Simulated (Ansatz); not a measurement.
# A workflow on InNH3Cl (SMILES [NH2][InH][Cl])

Wanted: a series of 45 runs (B3LYP/def2-SVP, UB3LYP/def2-SVP, PBE/def2-TZVP, UPBE/def2-TZVP, B3LYP/def2-TZVP, UB3LYP/def2-TZVP, HF/def2-TZVP, UHF/def2-TZVP, and more) of ClH3InN and its partners. 

The results are computed with Ansatz 0.2.0.

**1. The molecule**

InNH3Cl: 6 atoms, total charge 0, spin state singlet. As SMILES, `[NH2][InH][Cl]`. The coordinates come from a PBE0-D4/def2-TZVP relaxation. The run starts from this shape.

Bond lengths: N1–In2 1.995 Å, In2–Cl3 2.339 Å, N1–H4 1.007 Å, N1–H5 1.008 Å, In2–H6 1.693 Å. Angles: N1–In2–Cl3 109.2°, N1–In2–H6 131.5°, Cl3–In2–H6 119.1°, In2–N1–H4 121.6°, In2–N1–H5 118.5°, H4–N1–H5 111.0°.

**2. A geometry optimisation at B3LYP/def2-SVP (core potential, paw set gaussian, start density atoms) (run 1)**

Input file input.yaml:

```yaml
crystal:
  periodic: [false, false, false]
  atoms:
    - {symbol: "N", position_ang: [-1.020800, 0.188100, -0.504100]}
    - {symbol: In, position_ang: [0.792100, 0.148600, 0.327900]}
    - {symbol: Cl, position_ang: [0.990800, -1.771000, 1.649200]}
    - {symbol: H, position_ang: [-1.219400, 0.761400, -1.308200]}
    - {symbol: H, position_ang: [-1.558200, -0.664500, -0.526800]}
    - {symbol: H, position_ang: [2.057500, 1.273400, 0.315800]}
basis:
  gaussian: {orbitals: def2-SVP}
hamiltonian: {xc: {name: B3LYP}}
relax: {}
```

On the command line:

```
$ ansatz run input.yaml --threads 1 --pin off --max-ram 3480MiB --events-out events.jsonl --progress --plain --runs-dir runs
```

Output:

```text
Warning: RAYON_NUM_THREADS=1 ignored (pool sized by the plan → 1); use --threads N
The last accepted step is kept in runs//last_step.txt (removed where the run ends without a failure and the disk answers)
[... 53 lines left out ...]
Total energy: -19233.61587273 eV, -706.8223463096 hartree
[... 6 lines left out ...]
Dipole moment:    -0.113979     0.383699    -0.510306 e Å
```

Wall time 22 s (1 thread of Arm Neoverse V1, shared host); peak memory 0.15 GiB.

Steps, from the record of the run:

```csv
step,energy from the first frame kept (eV),largest force (eV/Å)
1,0.0000,0.5869
2,-0.0240,0.1259
3,-0.0253,0.0316
4,-0.0254,0.0209
5,-0.0255,0.0238
6,-0.0256,0.0047
```

After the run. Bond lengths: N1–In2 2.024 Å, In2–Cl3 2.379 Å, N1–H4 1.017 Å, N1–H5 1.017 Å, In2–H6 1.710 Å. Angles: N1–In2–Cl3 110.4°, N1–In2–H6 130.3°, Cl3–In2–H6 119.0°, In2–N1–H4 120.9°, In2–N1–H5 118.7°, H4–N1–H5 110.6°.

**3. The doublet cation: a geometry optimisation at UB3LYP/def2-SVP (core potential, paw set gaussian, start density atoms) (run 2)**

Input file in.yaml:

```yaml
basis:
  gaussian:
    orbitals: def2-SVP
crystal:
  periodic: [false, false, false]
  atoms:
    - {symbol: N, position_ang: [-1.020800, 0.188100, -0.504100]}
    - {symbol: In, position_ang: [0.792100, 0.148600, 0.327900]}
    - {symbol: Cl, position_ang: [0.990800, -1.771000, 1.649200]}
    - {symbol: H, position_ang: [-1.219400, 0.761400, -1.308200]}
    - {symbol: H, position_ang: [-1.558200, -0.664500, -0.526800]}
    - {symbol: H, position_ang: [2.057500, 1.273400, 0.315800]}
hamiltonian:
  xc: {name: B3LYP}
magnetization:
  spin_polarized: true
  initial_magnetization: 1
relax: {}
total_charge: 1
```

On the command line:

```
$ ansatz run in.yaml --threads 1 --pin off --max-ram 3480MiB --events-out events.jsonl --progress --plain --runs-dir runs
```

Output (excerpt; [...] marks lines left out):

```text
Warning: RAYON_NUM_THREADS=1 ignored (pool sized by the plan → 1); use --threads N
[... 1 set-up line as earlier in the session ...]
[... 66 lines left out ...]
Total energy: -19224.86363328 eV, -706.5007074426 hartree
[... 6 lines left out ...]
Dipole moment:    -0.674868     0.633947    -0.785696 e Å
```

Wall time 46 s (1 thread of Arm Neoverse V1, shared host); peak memory 0.21 GiB.

Step by step:

| step | energy from the first frame kept (eV) | largest force (eV/Å) |
| --- | --- | --- |
| 1 | 0.0000 | 3.3561 |
| 2 | -0.4656 | 2.6314 |
| 3 | -0.5562 | 2.5000 |
| 4 | -0.7013 | 0.4033 |
| 5 | -0.7035 | 0.7016 |
| 6 | -0.7258 | 0.0249 |
| 7 | -0.7258 | 0.0241 |
| 8 | -0.7259 | 0.0024 |

After the run. Bond lengths: N1–In2 2.338 Å, In2–Cl3 2.295 Å, N1–H4 1.033 Å, N1–H5 1.033 Å, In2–H6 1.683 Å. Angles: N1–In2–Cl3 96.8°, N1–In2–H6 109.0°, Cl3–In2–H6 154.2°, In2–N1–H4 128.8°, In2–N1–H5 122.3°, H4–N1–H5 108.9°.

Runs 3 to 49 aren't shown in full; the table further down has their settings and results.

**4. InNH3: a single-point energy at U-wB97M-V/def2-TZVP (core potential, paw set gaussian, start density atoms) (run 50)**

Input file input.yaml:

```yaml
crystal:
  periodic: [false, false, false]
  atoms:
    - {symbol: N, position_ang: [-1.013302, 0.196548, -0.465410]}
    - {symbol: In, position_ang: [0.867289, -0.038622, 0.380678]}
    - {symbol: H, position_ang: [-1.101730, 0.762759, -1.310336]}
    - {symbol: H, position_ang: [-1.636292, -0.605922, -0.542616]}
    - {symbol: H, position_ang: [1.935235, 1.392237, 0.242284]}
basis:
  gaussian:
    orbitals: def2-TZVP
hamiltonian:
  xc: {name: wB97M-V}
magnetization:
  spin_polarized: true
  initial_magnetization: 1
```

On the command line:

```
$ ansatz run input.yaml --threads 1 --pin off --max-ram 3480MiB --events-out events.jsonl --progress --plain --runs-dir runs
```

Output (excerpt; [...] marks lines left out):

```text
Warning: RAYON_NUM_THREADS=1 ignored (pool sized by the plan → 1); use --threads N
Functional definition: wB97M-V
  name "wB97M-V"
[...]
  gx(w, u) = 1 - cx + cx01*u + cx10*w
  gss(w, u) = css00 + css04*u^4 + css10*w + css20*w^2 + css43*w^4*u^3
  gos(w, u) = cos00 + cos10*w + (cos20 + cos21*u)*w^2 + (cos60 + cos61*u)*w^6
[...]
      + integral(e_c_pw_mod_opposite_spin*gos(b97_w_opposite, b97_u_opposite)) + vv10(b, c)
711 factors; their error is unknown
180 factors; integrals over basis functions are off by at most 4.0e-5 eV
[...]
mean field -6710.18241875 eV, -246.5946555641 hartree, gradient 6.6e-5 eV, S^2 0.755016; 0 other end points of the search recorded, 0 dependent functions left out
reference -6710.18247775 eV, -246.5946577321 hartree; 16, 15 occupied and 83, 84 virtual orbitals, 711 factors
Total energy: -6710.18247775 eV, -246.5946577321 hartree
```

Wall time 14 s (1 thread of Arm Neoverse V1, shared host); peak memory 0.31 GiB.

**5. InHCl: the energy at U-wB97M-V/def2-TZVP (core potential, paw set gaussian, start density atoms) (run 51)**

Input file in.yaml:

```yaml
crystal:
  periodic: [false, false, false]
  atoms:
    - symbol: In
      position_ang: [0.723936, 0.148804, 0.290177]
    - symbol: Cl
      position_ang: [1.003762, -1.804940, 1.677773]
    - symbol: H
      position_ang: [2.112701, 1.307136, 0.324950]
basis:
  gaussian: {orbitals: def2-TZVP}
hamiltonian: {xc: {name: wB97M-V}}
magnetization: {spin_polarized: true, initial_magnetization: 1}
```

On the command line:

```
$ ansatz run in.yaml --threads 1 --pin off --max-ram 3480MiB --events-out events.jsonl --progress --plain --runs-dir runs
```

Output (excerpt; [...] marks lines left out):

```text
Warning: RAYON_NUM_THREADS=1 ignored (pool sized by the plan → 1); use --threads N
[... 2 set-up lines as earlier in the session ...]
[...]
  gx(w, u) = 1 - cx + cx01*u + cx10*w
  gss(w, u) = css00 + css04*u^4 + css10*w + css20*w^2 + css43*w^4*u^3
  gos(w, u) = cos00 + cos10*w + (cos20 + cos21*u)*w^2 + (cos60 + cos61*u)*w^6
[...]
      + integral(e_c_pw_mod_opposite_spin*gos(b97_w_opposite, b97_u_opposite)) + vv10(b, c)
731 factors; their error is unknown
147 factors; integrals over basis functions are off by at most 5.4e-5 eV
[...]
mean field -17711.45527962 eV, -650.8839762706 hartree, gradient 2.1e-5 eV, S^2 0.757483; 0 other end points of the search recorded, 0 dependent functions left out
reference -17711.45533174 eV, -650.8839781858 hartree; 20, 19 occupied and 73, 74 virtual orbitals, 731 factors
Total energy: -17711.45533174 eV, -650.8839781858 hartree
```

Wall time 12 s (1 thread of Arm Neoverse V1, shared host); peak memory 0.31 GiB.

**6. All runs side by side**

```
run                                                                        level  broken bond   fragment atoms   partner  energy (Eh)  wall time
  1       B3LYP/def2-SVP (core potential, paw set gaussian, start density atoms)            –                –      base  -706.822346       22 s
  2      UB3LYP/def2-SVP (core potential, paw set gaussian, start density atoms)            –                –    cation  -706.500707       46 s
  3      UB3LYP/def2-SVP (core potential, paw set gaussian, start density atoms)            –                –     anion  -706.850045       78 s
  4      UB3LYP/def2-SVP (core potential, paw set gaussian, start density atoms)       (5, 1)  (1, 2, 3, 4, 6)  fragment  -706.140157       59 s
  5      UB3LYP/def2-SVP (core potential, paw set gaussian, start density atoms)       (3, 2)  (1, 2, 4, 5, 6)  fragment  -246.670559       23 s
  6      UB3LYP/def2-SVP (core potential, paw set gaussian, start density atoms)       (2, 1)        (2, 3, 6)  fragment  -650.882069        9 s
  8        PBE/def2-TZVP (core potential, paw set gaussian, start density atoms)            –                –      base  -706.724038      2.7 s
  9       UPBE/def2-TZVP (core potential, paw set gaussian, start density atoms)            –                –    cation  -706.394913      7.5 s
 10       UPBE/def2-TZVP (core potential, paw set gaussian, start density atoms)            –                –     anion  -706.756572      5.7 s
 11                       UPBE/def2-TZVP (paw set gaussian, start density atoms)       (5, 1)              (5)  fragment    -0.499616     0.08 s
 12       UPBE/def2-TZVP (core potential, paw set gaussian, start density atoms)       (5, 1)  (1, 2, 3, 4, 6)  fragment  -706.043457      7.5 s
 13                       UPBE/def2-TZVP (paw set gaussian, start density atoms)       (3, 2)              (3)  fragment  -459.958396     0.61 s
 14       UPBE/def2-TZVP (core potential, paw set gaussian, start density atoms)       (3, 2)  (1, 2, 4, 5, 6)  fragment  -246.611727      2.5 s
 15       UPBE/def2-TZVP (core potential, paw set gaussian, start density atoms)       (2, 1)        (2, 3, 6)  fragment  -650.778111      2.2 s
 17      B3LYP/def2-TZVP (core potential, paw set gaussian, start density atoms)            –                –      base  -707.066213      4.2 s
 18     UB3LYP/def2-TZVP (core potential, paw set gaussian, start density atoms)            –                –    cation  -706.736896      8.1 s
 19     UB3LYP/def2-TZVP (core potential, paw set gaussian, start density atoms)            –                –     anion  -707.101882      7.5 s
 20                     UB3LYP/def2-TZVP (paw set gaussian, start density atoms)       (5, 1)              (5)  fragment    -0.502154      0.1 s
 21     UB3LYP/def2-TZVP (core potential, paw set gaussian, start density atoms)       (5, 1)  (1, 2, 3, 4, 6)  fragment  -706.382329      9.3 s
 22                     UB3LYP/def2-TZVP (paw set gaussian, start density atoms)       (3, 2)              (3)  fragment  -460.166971     0.32 s
 23     UB3LYP/def2-TZVP (core potential, paw set gaussian, start density atoms)       (3, 2)  (1, 2, 4, 5, 6)  fragment  -246.751814      3.9 s
 24     UB3LYP/def2-TZVP (core potential, paw set gaussian, start density atoms)       (2, 1)        (2, 3, 6)  fragment  -651.051872      3.3 s
 26         HF/def2-TZVP (core potential, paw set gaussian, start density atoms)            –                –      base  -704.997412      1.3 s
 27        UHF/def2-TZVP (core potential, paw set gaussian, start density atoms)            –                –    cation  -704.725189       11 s
 28        UHF/def2-TZVP (core potential, paw set gaussian, start density atoms)            –                –     anion  -705.012731      3.9 s
 29                        UHF/def2-TZVP (paw set gaussian, start density atoms)       (5, 1)              (5)  fragment    -0.499810     0.04 s
 30        UHF/def2-TZVP (core potential, paw set gaussian, start density atoms)       (5, 1)  (1, 2, 3, 4, 6)  fragment  -704.359224       11 s
 31                        UHF/def2-TZVP (paw set gaussian, start density atoms)       (3, 2)              (3)  fragment  -459.476807     0.14 s
 32        UHF/def2-TZVP (core potential, paw set gaussian, start density atoms)       (3, 2)  (1, 2, 4, 5, 6)  fragment  -245.400788      1.6 s
 33        UHF/def2-TZVP (core potential, paw set gaussian, start density atoms)       (2, 1)        (2, 3, 6)  fragment  -649.336592      1.3 s
 35        MP2/def2-TZVP (core potential, paw set gaussian, start density atoms)            –                –      base  -705.677406        3 s
 36       UMP2/def2-TZVP (core potential, paw set gaussian, start density atoms)            –                –    cation  -705.343274       11 s
 37       UMP2/def2-TZVP (core potential, paw set gaussian, start density atoms)            –                –     anion  -705.700623      5.1 s
 39       UMP2/def2-TZVP (core potential, paw set gaussian, start density atoms)       (5, 1)  (1, 2, 3, 4, 6)  fragment  -704.989890      6.3 s
 40                       UMP2/def2-TZVP (paw set gaussian, start density atoms)       (3, 2)              (3)  fragment  -459.632119      0.2 s
 41       UMP2/def2-TZVP (core potential, paw set gaussian, start density atoms)       (3, 2)  (1, 2, 4, 5, 6)  fragment  -245.883422      2.5 s
 42       UMP2/def2-TZVP (core potential, paw set gaussian, start density atoms)       (2, 1)        (2, 3, 6)  fragment  -649.780974      1.8 s
 44    wB97M-V/def2-TZVP (core potential, paw set gaussian, start density atoms)            –                –      base  -706.879310       14 s
 45  U-wB97M-V/def2-TZVP (core potential, paw set gaussian, start density atoms)            –                –    cation  -706.548909       26 s
 46  U-wB97M-V/def2-TZVP (core potential, paw set gaussian, start density atoms)            –                –     anion  -706.908220       28 s
 47                  U-wB97M-V/def2-TZVP (paw set gaussian, start density atoms)       (5, 1)              (5)  fragment    -0.494111      0.2 s
 48  U-wB97M-V/def2-TZVP (core potential, paw set gaussian, start density atoms)       (5, 1)  (1, 2, 3, 4, 6)  fragment  -706.197392       28 s
 49                  U-wB97M-V/def2-TZVP (paw set gaussian, start density atoms)       (3, 2)              (3)  fragment  -460.125146        1 s
 50  U-wB97M-V/def2-TZVP (core potential, paw set gaussian, start density atoms)       (3, 2)  (1, 2, 4, 5, 6)  fragment  -246.594658       14 s
 51  U-wB97M-V/def2-TZVP (core potential, paw set gaussian, start density atoms)       (2, 1)        (2, 3, 6)  fragment  -650.883978       12 s
```

**7. Summary of results**

```
                                                                                                                                          quantity          value
                                                                                                                       InHCl, run 51: total energy  -650.88398 Eh
                                                                                                                               InHCl, run 51: ⟨S²⟩          0.757
                                                            adiabatic electron affinity (to the doublet anion, no zero-point term), B3LYP/def2-SVP       0.754 eV
                           adiabatic electron affinity (to the doublet anion, shapes relaxed at B3LYP/def2-SVP, no zero-point term), MP2/def2-TZVP       0.632 eV
   dissociation energy of the Cl3–In2 bond into doublet Cl and doublet InNH3 (shapes relaxed at B3LYP/def2-SVP, no zero-point term), PBE/def2-TZVP       4.188 eV
 dissociation energy of the Cl3–In2 bond into doublet Cl and doublet InNH3 (shapes relaxed at B3LYP/def2-SVP, no zero-point term), B3LYP/def2-TZVP       4.012 eV
   dissociation energy of the Cl3–In2 bond into doublet Cl and doublet InNH3 (shapes relaxed at B3LYP/def2-SVP, no zero-point term), MP2/def2-TZVP       4.405 eV
dissociation energy of the H5–N1 bond into doublet H and doublet InNH2Cl (shapes relaxed at B3LYP/def2-SVP, no zero-point term), wB97M-V/def2-TZVP       5.110 eV
                        adiabatic ionisation energy (to the doublet cation, shapes relaxed at B3LYP/def2-SVP, no zero-point term), B3LYP/def2-TZVP       8.961 eV
                           adiabatic ionisation energy (to the doublet cation, shapes relaxed at B3LYP/def2-SVP, no zero-point term), HF/def2-TZVP       7.408 eV
```

In words: At B3LYP/def2-SVP: the adiabatic electron affinity (to the doublet anion, no zero-point term) is 0.75 eV (72.7 kJ/mol). At MP2/def2-TZVP: the adiabatic electron affinity (to the doublet anion, shapes relaxed at B3LYP/def2-SVP, no zero-point term) is 0.63 eV (14.6 kcal/mol). At PBE/def2-TZVP: the dissociation energy of the Cl3–In2 bond into doublet Cl and doublet InNH3 (shapes relaxed at B3LYP/def2-SVP, no zero-point term) is 4.19 eV (97 kcal/mol). At B3LYP/def2-TZVP: the dissociation energy of the Cl3–In2 bond into doublet Cl and doublet InNH3 (shapes relaxed at B3LYP/def2-SVP, no zero-point term) is 4.01 eV (387 kJ/mol). At MP2/def2-TZVP: the dissociation energy of the Cl3–In2 bond into doublet Cl and doublet InNH3 (shapes relaxed at B3LYP/def2-SVP, no zero-point term) is 4.40 eV (425 kJ/mol). At wB97M-V/def2-TZVP: the dissociation energy of the H5–N1 bond into doublet H and doublet InNH2Cl (shapes relaxed at B3LYP/def2-SVP, no zero-point term) is 5.11 eV (493 kJ/mol). Totals of different functionals can't be ranked against each other. All runs together took 8.1 min, the longest 78 s.
